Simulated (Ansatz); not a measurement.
Geometry optimisation, DFT LDA, scalar-relativistic, plane waves, PAW in Ansatz.

The input (input.yaml):

```yaml
crystal:
  lattice:
    - [10.86, 0.0, 0.0]
    - [0.0, 10.86, 0.0]
    - [0.0, 0.0, 10.86]
  atoms:
    - { symbol: Si, position: [0.5, 0.0, 0.0] }
    - { symbol: P, position: [0.75, 0.0, 0.25], spin: 1.0 }
    - { symbol: Si, position: [0.75, 0.25, 0.0] }
    - { symbol: Si, position: [0.875, 0.375, 0.125] }
    - { symbol: Si, position: [0.875, 0.125, 0.375] }
    - { symbol: Si, position: [0.0, 0.0, 0.0] }
    - { symbol: Si, position: [0.125, 0.125, 0.125] }
    - { symbol: Si, position: [0.25, 0.25, 0.0] }
    - { symbol: Si, position: [0.375, 0.375, 0.125] }
    - { symbol: Si, position: [0.5, 0.5, 0.0] }
    - { symbol: Si, position: [0.625, 0.625, 0.125] }
    - { symbol: Si, position: [0.75, 0.75, 0.0] }
    - { symbol: Si, position: [0.875, 0.875, 0.125] }
    - { symbol: Si, position: [0.25, 0.0, 0.25] }
    - { symbol: Si, position: [0.375, 0.125, 0.375] }
    - { symbol: Si, position: [0.5, 0.25, 0.25] }
    - { symbol: Si, position: [0.625, 0.375, 0.375] }
    - { symbol: Si, position: [0.75, 0.5, 0.25] }
    - { symbol: Si, position: [0.875, 0.625, 0.375] }
    - { symbol: Si, position: [0.5, 0.0, 0.5] }
    - { symbol: Si, position: [0.625, 0.125, 0.625] }
    - { symbol: Si, position: [0.75, 0.25, 0.5] }
    - { symbol: Si, position: [0.875, 0.375, 0.625] }
    - { symbol: Si, position: [0.75, 0.0, 0.75] }
    - { symbol: Si, position: [0.875, 0.125, 0.875] }
    - { symbol: Si, position: [0.0, 0.5, 0.0] }
    - { symbol: Si, position: [0.125, 0.625, 0.125] }
    - { symbol: Si, position: [0.25, 0.75, 0.0] }
    - { symbol: Si, position: [0.375, 0.875, 0.125] }
    - { symbol: Si, position: [0.0, 0.25, 0.25] }
    - { symbol: Si, position: [0.125, 0.375, 0.375] }
    - { symbol: Si, position: [0.25, 0.5, 0.25] }
    - { symbol: Si, position: [0.375, 0.625, 0.375] }
    - { symbol: Si, position: [0.5, 0.75, 0.25] }
    - { symbol: Si, position: [0.625, 0.875, 0.375] }
    - { symbol: Si, position: [0.0, 0.0, 0.5] }
    - { symbol: Si, position: [0.125, 0.125, 0.625] }
    - { symbol: Si, position: [0.25, 0.25, 0.5] }
    - { symbol: Si, position: [0.375, 0.375, 0.625] }
    - { symbol: Si, position: [0.5, 0.5, 0.5] }
    - { symbol: Si, position: [0.625, 0.625, 0.625] }
    - { symbol: Si, position: [0.75, 0.75, 0.5] }
    - { symbol: Si, position: [0.875, 0.875, 0.625] }
    - { symbol: Si, position: [0.25, 0.0, 0.75] }
    - { symbol: Si, position: [0.375, 0.125, 0.875] }
    - { symbol: Si, position: [0.5, 0.25, 0.75] }
    - { symbol: Si, position: [0.625, 0.375, 0.875] }
    - { symbol: Si, position: [0.75, 0.5, 0.75] }
    - { symbol: Si, position: [0.875, 0.625, 0.875] }
    - { symbol: Si, position: [0.0, 0.75, 0.25] }
    - { symbol: Si, position: [0.125, 0.875, 0.375] }
    - { symbol: Si, position: [0.0, 0.5, 0.5] }
    - { symbol: Si, position: [0.125, 0.625, 0.625] }
    - { symbol: Si, position: [0.25, 0.75, 0.5] }
    - { symbol: Si, position: [0.375, 0.875, 0.625] }
    - { symbol: Si, position: [0.0, 0.25, 0.75] }
    - { symbol: Si, position: [0.125, 0.375, 0.875] }
    - { symbol: Si, position: [0.25, 0.5, 0.75] }
    - { symbol: Si, position: [0.375, 0.625, 0.875] }
    - { symbol: Si, position: [0.5, 0.75, 0.75] }
    - { symbol: Si, position: [0.625, 0.875, 0.875] }
    - { symbol: Si, position: [0.0, 0.75, 0.75] }
    - { symbol: Si, position: [0.125, 0.875, 0.875] }
magnetization:
  spin_polarized: true
basis:
  ecutwfc: 420.0
kpoints:
  mp_grid: { grid: [1, 1, 1] }
hamiltonian:
  xc: lda
  pseudopotentials: { kind: paw, azcp: { folder: soft_1 } }
scf:
  occupations: { method: gaussian, width: 0.02 }
  lower_state_search: "off"
relax:
  f_tol: 0.03
  max_steps: 60
  adjacent_minimum: "off"
output:
  write_density: true
  write_potential: true
  elf: true
  volumetric_format: npy
```

Command:

```bash
$ ansatz run input.yaml --threads 4 --pin off --max-ram 10240MiB --backend cpu --events-out ev --progress --plain --runs-dir out
```

Task: Where does it end, and by what steps?

Result: It converged. Limits of this set-up: coarse k mesh, PAW files made for another functional, a typed lattice constant that wasn't relaxed here. After 3 steps the energy has fallen by 0.176 eV; Si35 moved furthest, 0.10 Å.

```tsv
step	energy less start (eV)	largest force component (eV/Å)	accepted
0	0.0000	0.598	yes
1	-0.1453	0.148	yes
2	-0.1725	0.073	yes
3	-0.1756	0.008	yes
```

```xyz
63
Lattice="10.8600 0.0000 0.0000 0.0000 10.8600 0.0000 0.0000 0.0000 10.8600" Properties=species:S:1:pos:R:3
Si 5.419 0.072 -0.011
P 8.114 0.031 2.684
Si 8.073 2.726 -0.011
Si 9.463 4.027 1.372
Si 9.488 1.257 4.058
Si -0.027 0.001 0.047
Si 1.366 1.354 1.361
Si 2.697 2.725 -0.010
Si 4.062 4.083 1.338
Si 5.420 5.448 -0.010
Si 6.791 6.779 1.361
Si 8.144 8.172 0.047
Si 9.488 9.517 1.458
Si 2.720 0.000 2.715
Si 4.118 1.343 4.033
Si 5.419 2.726 2.643
Si 6.802 4.027 4.033
Si 8.145 5.425 2.715
Si 9.516 6.761 4.086
Si 5.477 0.001 5.403
Si 6.791 1.354 6.796
Si 8.144 2.668 5.403
Si 9.487 4.053 6.783
Si 8.145 0.000 8.150
Si 9.463 1.343 9.548
Si -0.027 5.417 0.001
Si 1.353 6.792 1.353
Si 2.728 8.172 0.001
Si 4.118 9.542 1.372
Si -0.027 2.668 2.714
Si 1.353 4.053 4.057
Si 2.702 5.443 2.706
Si 4.092 6.792 4.057
Si 5.477 8.172 2.714
Si 6.888 9.517 4.058
Si 0.011 -0.029 5.441
Si 1.353 1.362 6.783
Si 2.728 2.714 5.403
Si 4.067 4.078 6.771
Si 5.431 5.417 5.403
Si 6.783 6.792 6.783
Si 8.174 8.134 5.441
Si 9.516 9.489 6.814
Si 2.702 0.009 8.132
Si 4.062 1.377 9.492
Si 5.420 2.725 8.127
Si 6.768 4.083 9.492
Si 8.136 5.443 8.132
Si 9.487 6.792 9.522
Si 0.011 8.134 2.744
Si 1.384 9.489 4.086
Si 0.007 5.408 5.437
Si 1.359 6.786 6.789
Si 2.737 8.138 5.437
Si 4.092 9.518 6.783
Si -0.027 2.714 8.158
Si 1.341 4.078 9.497
Si 2.707 5.438 8.137
Si 4.067 6.804 9.497
Si 5.431 8.172 8.158
Si 6.802 9.542 9.548
Si 0.007 8.138 8.167
Si 1.353 9.518 9.522
```

Whether the end is a true minimum wasn't checked by a vibrational analysis.

Time of the run: 43 s on 4 threads of Arm Neoverse V2, on a shared host, peak memory 1.5 GiB.
